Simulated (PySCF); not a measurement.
# SiHBr (SMILES [SiH]Br): levels of theory compared

Wanted: a comparison of 6 runs (PBE/STO-3G, SVWN5/STO-3G, wB97X-V/STO-3G, MP2/STO-3G, BCCD(T)/STO-3G, QCISD(T)/STO-3G) of SiHBr. 

The results are computed with PySCF 2.14.0.

4 further runs of the same task are left out: 4 set aside as unsound or not needed.

### 1 The system as given

SiHBr has 3 atoms, charge 0, and is taken as a singlet. As SMILES, `[SiH]Br`. The Si1–H3 distance was set to 1.833 Å, away from the relaxed value.

Bond lengths: Si1–Br2 2.245 Å. A long bond or contact: Si1–H3 1.833 Å.

### 2 A single-point energy at PBE/STO-3G (run 1)

calc.py

```python
from pyscf import gto, dft

mol = gto.M(
    atom='''
Si    -1.141808     1.557051    -0.483010
Br     2.572637     1.329528     1.553170
H     -1.374020    -1.867616    -0.942217
''',
    max_memory=1860,
    spin=0,
    unit='bohr',
    basis='sto-3g',
    verbose=3,
)

mf = dft.RKS(mol)
mf.xc = 'pbe'
mf.grids.level = 5
mf.conv_tol = 1e-10
mf.kernel()
if not mf.converged:
    mf = mf.newton().run(mf.mo_coeff, mf.mo_occ)

etot = mf.e_tot
print(f'total energy: {etot:.8f} hartree')
```

Launch:

```
$ OMP_NUM_THREADS=1 python calc.py
```

Standard output:

```text
converged SCF energy = -2832.07850182986
total energy: -2832.07850183 hartree
```

It took 3.3 s on 1 thread of Arm Neoverse V1, shared host; peak memory 0.21 GiB.

### 3 The energy at SVWN5/STO-3G (run 2)

input.py

```python
from pyscf import gto, dft

molecule = gto.M(
    atom='''
Si    -1.141808     1.557051    -0.483010
Br     2.572637     1.329528     1.553170
H     -1.374020    -1.867616    -0.942217
''',
    spin=0,
    verbose=4,
    basis='sto-3g',
    unit='bohr',
    max_memory=1860,
)

calc0 = dft.RKS(molecule)
calc0.xc = 'svwn'
calc0.conv_tol = 1e-10
calc0.grids.level = 5
calc0.kernel()
if not calc0.converged:
    calc0 = calc0.newton().run(calc0.mo_coeff, calc0.mo_occ)

energy = calc0.e_tot
print(f'total energy: {energy:.8f} hartree')
```

Launch:

```
$ OMP_NUM_THREADS=1 python input.py
```

Standard output:

```text
PySCF version 2.14.0

[INPUT] num. atoms = 3
[INPUT] num. electrons = 50
[INPUT] charge = 0
[INPUT] spin (= nelec alpha-beta = 2S) = 0
[INPUT] symmetry False subgroup None
[INPUT] Mole.unit = bohr
[INPUT] Symbol           X                Y                Z      unit          X                Y                Z       unit  Magmom
[INPUT]  1 Si    -0.604218772846   0.823955905440  -0.255597884646 AA   -1.141808000000   1.557051000000  -0.483010000000 Bohr   0.0
[INPUT]  2 Br     1.361380872370   0.703555918880   0.821902168685 AA    2.572637000000   1.329528000000   1.553170000000 Bohr   0.0
[INPUT]  3 H     -0.727100071348  -0.988299825950  -0.498599764141 AA   -1.374020000000  -1.867616000000  -0.942217000000 Bohr   0.0

[... 62 lines left out ...]
converged SCF energy = -2827.72174692909
total energy: -2827.72174693 hartree
```

Wall time 1.9 s (1 thread of Arm Neoverse V1, shared host); peak memory 0.14 GiB.

Runs 3 to 4 aren't shown in full; the table further down has their settings and results.

### 4 The energy at BCCD(T)/STO-3G (run 5)

input.xyz

```xyz
3

Si    -0.604219     0.823956    -0.255598
Br     1.361381     0.703556     0.821902
H     -0.727100    -0.988300    -0.498600
```

job.py

```python
from pyscf import gto, scf, cc
from pyscf.cc.bccd import bccd_kernel_

system = gto.Mole()
system.atom = 'input.xyz'
system.verbose = 3
system.max_memory = 1860
system.basis = 'sto-3g'
system.build()

hf = scf.RHF(system)
hf.conv_tol = 1e-10
hf.kernel()
if not hf.converged:
    hf = hf.newton().run(hf.mo_coeff, hf.mo_occ)

mycc = cc.CCSD(hf, frozen=14).run()
mycc = bccd_kernel_(mycc, diis=True)
e_t = mycc.ccsd_t()
e_final = mycc.e_tot + e_t
print('Final energy', e_final)
```

Launch:

```
$ OMP_NUM_THREADS=1 python job.py
```

Standard output:

```text
converged SCF energy = -2830.78912871243
E(CCSD) = -2830.855700155839  E_corr = -0.06657144340855591
BCCD loop starts.

[... 21 lines left out ...]
CCSD converged
[... 23 lines left out ...]
CCSD converged
[... 22 lines left out ...]
CCSD converged
[... 3 lines left out ...]
******** <class 'pyscf.cc.ccsd.CCSD'> ********
CC2 = 0
CCSD nocc = 11, nmo = 14
frozen orbitals 14
max_cycle = 50
direct = 0
conv_tol = 1e-07
conv_tol_normt = 1e-05
diis_space = 6
diis_start_cycle = 0
diis_start_energy_diff = 1e+09
Init E_corr(CCSD) = -0.0684960212663144
cycle = 1  E_corr(CCSD) = -0.0684959773954024  dE = 4.3870912e-08  norm(t1,t2) = 2.15358e-05
cycle = 2  E_corr(CCSD) = -0.0684957816030458  dE = 1.95792357e-07  norm(t1,t2) = 4.03414e-06
cycle = 3  E_corr(CCSD) = -0.0684958871305024  dE = -1.05527457e-07  norm(t1,t2) = 1.82073e-06
cycle = 4  E_corr(CCSD) = -0.0684958917473961  dE = -4.61689366e-09  norm(t1,t2) = 6.82952e-07
CCSD converged
E(CCSD) = -2830.855295785006  E_corr = -0.06849589174739608
BCC iter:    3  E:   -2830.855295785006  dE:    8.184e-08  |t1|:    2.528e-06
CCSD(T) correction = -0.00181416626649701
Final energy -2830.8571099512724
```

It took 1.1 s on 1 thread of Arm Neoverse V1, shared host; peak memory 0.1 GiB.

### 5 A single-point energy at QCISD(T)/STO-3G (run 6)

mol.xyz

```xyz
3

Si    -0.604219     0.823956    -0.255598
Br     1.361381     0.703556     0.821902
H     -0.727100    -0.988300    -0.498600
```

job.py

```python
from pyscf import gto, cc

mol = gto.M(
    atom='mol.xyz',
    verbose=4,
    max_memory=1860,
    basis='sto-3g',
)

mf = mol.RHF()
mf.conv_tol = 1e-10
mf.kernel()
if not mf.converged:
    mf = mf.newton().run(mf.mo_coeff, mf.mo_occ)

mycc = cc.QCISD(mf, frozen=14)
mycc.kernel()
e_t = mycc.qcisd_t()
e_final = mycc.e_tot + e_t
print('E = %.10f Eh' % e_final)
```

Launch:

```
$ OMP_NUM_THREADS=1 python job.py
```

Standard output:

```text
PySCF version 2.14.0

[INPUT] num. atoms = 3
[INPUT] num. electrons = 50
[INPUT] charge = 0
[INPUT] spin (= nelec alpha-beta = 2S) = 0
[INPUT] symmetry False subgroup None
[INPUT] Mole.unit = angstrom
[INPUT] Symbol           X                Y                Z      unit          X                Y                Z       unit  Magmom
[INPUT]  1 Si    -0.604219000000   0.823956000000  -0.255598000000 AA   -1.141808429259   1.557051178692  -0.483010217987 Bohr   0.0
[INPUT]  2 Br     1.361381000000   0.703556000000   0.821902000000 AA    2.572637241187   1.329528153294   1.553169681232 Bohr   0.0
[INPUT]  3 H     -0.727100000000  -0.988300000000  -0.498600000000 AA   -1.374019865171  -1.867616328908  -0.942217445708 Bohr   0.0

[... 44 lines left out ...]
converged SCF energy = -2830.78912871243
[... 11 lines left out ...]
Init t2, MP2 energy = -2830.83345066869  E_corr(MP2) -0.044321956257114
[... 12 lines left out ...]
QCISD converged
[... 2 lines left out ...]
E = -2830.8573931412 Eh
```

Wall time 0.93 s (1 thread of Arm Neoverse V1, shared host); peak memory 0.12 GiB.

### 6 Overview of the runs

```tsv
run	level	nlc grid	integration grid	energy (Eh)	dipole moment (D) of the reference	HOMO energy (eV)	LUMO energy (eV)	wall time
1	PBE/STO-3G	–	5	-2832.078502	1.40	-2.58	-0.23	3.3 s
2	SVWN5/STO-3G	–	5	-2827.721747	1.34	-2.50	-0.28	1.9 s
3	wB97X-V/STO-3G	1	5	-2832.459754	1.94	-6.13	3.00	13 s
4	MP2/STO-3G	–	–	-2830.833451	2.45	-6.49	4.82	0.85 s
5	BCCD(T)/STO-3G	–	–	-2830.857110	–	–	–	1.1 s
6	QCISD(T)/STO-3G	–	–	-2830.857393	2.45	-6.49	4.82	0.93 s
```

### 7 Outcome

| quantity | value |
| --- | --- |
| run 6: total energy | -2830.85739 Eh |
| run 6: dipole moment (Hartree–Fock density) | 2.45 D |
| run 6: HOMO energy (Hartree–Fock orbitals) | -6.49 eV |
| run 6: LUMO energy (Hartree–Fock orbitals) | 4.82 eV |
| run 6: HOMO–LUMO gap (Hartree–Fock orbitals) | 11.30 eV |
| run 6: correlation energy (14 core orbitals frozen) | -68.3 mEh |
| run 6: (T) correction | -1.15 mEh |
| run 6: T1 diagnostic | 0.012 |

What this shows: Over runs 1, 2, 3 the dipole moment (its size) runs from 1.34 D (SVWN5/STO-3G) to 1.94 D (wB97X-V/STO-3G). Over runs 1, 2, 3 the HOMO–LUMO gap runs from 2.22 eV (SVWN5/STO-3G) to 9.13 eV (wB97X-V/STO-3G). Totals of different functionals can't be ranked against each other. In runs 1, 2, 3, 4, 5, 6 the basis is minimal, so the values are rough. All runs together took 21 s, the longest 13 s.
